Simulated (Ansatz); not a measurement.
**InH₃Se: how energies converge with the basis set**

One table from this session's results is given with a row withheld; the runs are named, their logs left out.

The runs use Ansatz 0.2.0, Gaussian basis; one geometry, several basis sets.

Plan: PBE0-D4/def2-SVP; ωB97M-V/def2-SVP; PBE0-D4/def2-QZVPP; ωB97M-V/def2-QZVPP; the functionals' def2-TZVPP values are taken from earlier runs.

### Structure used throughout

The geometry comes from an earlier relaxation with PBE0-D4 in a triple-zeta def2 set; it is a stationary point. In takes the def2 core potential; no spin-orbit term is included.

5 atoms, charge 0, spin multiplicity 1.

Atoms are counted from 1 here; the program's logs count them from 0.

Bond lengths: Se1–In2 2.508 Å, Se1–H3 1.468 Å, In2–H4 1.712 Å, In2–H5 1.712 Å. Angles: In2–Se1–H3 92.9°, Se1–In2–H4 116.6°, Se1–In2–H5 114.2°, H4–In2–H5 129.2°.

Coordinates:

```csv
atom,x (Å),y (Å),z (Å)
Se1,1.1329,-1.0279,0.9794
In2,-0.1551,0.6686,-0.3439
H3,0.1142,-2.0669,0.7810
H4,-1.6527,0.1571,-0.9975
H5,0.6106,2.1955,-0.4605
```

The first run:

in.yaml reads:

```yaml
crystal:
  periodic: [false, false, false]
  atoms:
    - {symbol: Se, position_ang: [1.132897, -1.027947, 0.979441]}
    - {symbol: In, position_ang: [-0.155080, 0.668632, -0.343904]}
    - {symbol: H, position_ang: [0.114222, -2.066860, 0.780989]}
    - {symbol: H, position_ang: [-1.652687, 0.157056, -0.997488]}
    - {symbol: H, position_ang: [0.610647, 2.195519, -0.460538]}
basis:
  gaussian: {orbitals: def2-SVP}
hamiltonian: {xc: pbe0, dispersion: d4}
output: {orbitals: {seedname: orbitals}}
```

The run is started by

```bash
ansatz run in.yaml --threads 2 --pin off --events-out ev --progress --plain --max-ram 32768MiB --backend cpu
```

Among the steps run: PBE0-D4 in def2-SVP; ωB97M-V in def2-SVP; PBE0-D4 in def2-QZVPP; ωB97M-V in def2-QZVPP.

One table of the session follows, with a row left open; its other results are not shown here.

It belongs to the step «Density functionals: the series». 

| functional | basis | HOMO (eV) | LUMO (eV) |
| --- | --- | --- | --- |
| PBE0-D4 | def2-SVP | -6.99 | -1.65 |
| PBE0-D4 | def2-TZVPP | -7.09 | -1.73 |
| PBE0-D4 | def2-QZVPP | -7.10 | -1.74 |
| ωB97M-V | def2-SVP | -9.07 | -0.06 |
| ωB97M-V | def2-TZVPP | -9.20 | -0.24 |
| ωB97M-V | def2-QZVPP | ? | ? |

Estimate the missing values for ωB97M-V, def2-QZVPP.

The run gave: HOMO (eV): -9.22; LUMO (eV): -0.28. In the column «HOMO (eV)» it is the lowest.
